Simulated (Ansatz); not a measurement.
Write a Python script for Ansatz 0.2.0 through its Python package that makes a comparison of norm-conserving and PAW potentials of BaSr, space group Cmmm. Settings (first run): PBEsol, PAW, the default cutoff (420 eV here), 8×8×5 k-points, Fermi-Dirac smearing of 0.1 eV.

The script reads `basr.xyz`:
```text
2
Lattice="2.50860237 -3.46572146 0.0 2.50860237 3.46572146 0.0 0.0 0.0 6.9208264" Properties=species:S:1:pos:R:3 pbc="T T T"
Ba    0.00000000    0.00000000    0.00000000
Sr    2.50860237    0.00000000    3.46041320
```

The script, `nc_paw_basr.py`:
```python
'''Two kinds of potentials on BaSr.'''

import ansatz as az
import numpy as np
import pandas as pd

OCCUPATIONS = 'Fermi-Dirac'
XC = 'PBEsol'
KSPACING = 0.22


def count_gap(report):
    # lowest empty less highest filled band, counting bands; zero where they overlap
    return max(report.get('gap_by_band_count_ev') or 0.0, 0.0)

basr = az.Crystal.from_extxyz('basr.xyz')

job = (
    basr.calculation()
    .occupations(OCCUPATIONS)
    .functional(XC)
    .kpoints(spacing=KSPACING)
    .stress()
    .forces()
    .band_table()
)
variants = {
    'PAW': job.pseudopotentials('paw'),
    'norm-conserving': job.pseudopotentials('nc'),
}
# totals differ by the cores that each treatment holds, so compare what does not depend on them
rows = []
for label, variant in variants.items():
    summary = variant.run().report
    levels = np.array(summary['eigenvalues_ev'][0]) - summary['fermi_energy_ev']
    print(label, 'levels at the first k-point near E_F:', np.round(levels[np.abs(levels) < 5], 3))
    rows.append((label, summary['n_electrons'], np.trace(summary['stress_gpa']) / 3, count_gap(summary)))
print(pd.DataFrame(rows, columns=['treatment', 'electrons in bands', 'P GPa', 'gap by band count eV']).round(4).to_string(index=False))
```

```console
$ python nc_paw_basr.py
DeckWarning: basis.ecutwfc = 420 eV, auto-derived from the records' recommended cutoffs: set by Ba (normal level)
PAW levels at the first k-point near E_F: [-3.192 -0.885  0.763  0.782  2.025  2.098]
DeckWarning: basis.ecutwfc = 925.187132 eV, auto-derived from the records' recommended cutoffs: set by Sr (normal level)
norm-conserving levels at the first k-point near E_F: [-3.193 -0.885  0.76   0.783  2.026  2.099]
      treatment  electrons in bands   P GPa  gap by band count eV
            PAW                20.0 -0.8876                   0.0
norm-conserving                20.0 -0.8909                   0.0
```
(Warnings from the package without file and line.)

PAW gives -0.888 GPa and norm-conserving -0.891 GPa, 0.003 GPa apart. They took 5.5 and 16.7 s of processor time.

Caveats:
- The computed bands are complete only to about 1.0 eV above the Fermi level.
- A gap by band count of zero or less means overlapping bands, a metal.
- This cell is a computed structure, which may not be the phase found in nature.
- Gaps and levels are Kohn-Sham values on a finite set of k-points, without spin-orbit coupling.
- Stress is positive in compression.
- Finished in 23 s on 1 thread of Arm Neoverse V2 (shared host), peak memory 0.67 GiB.
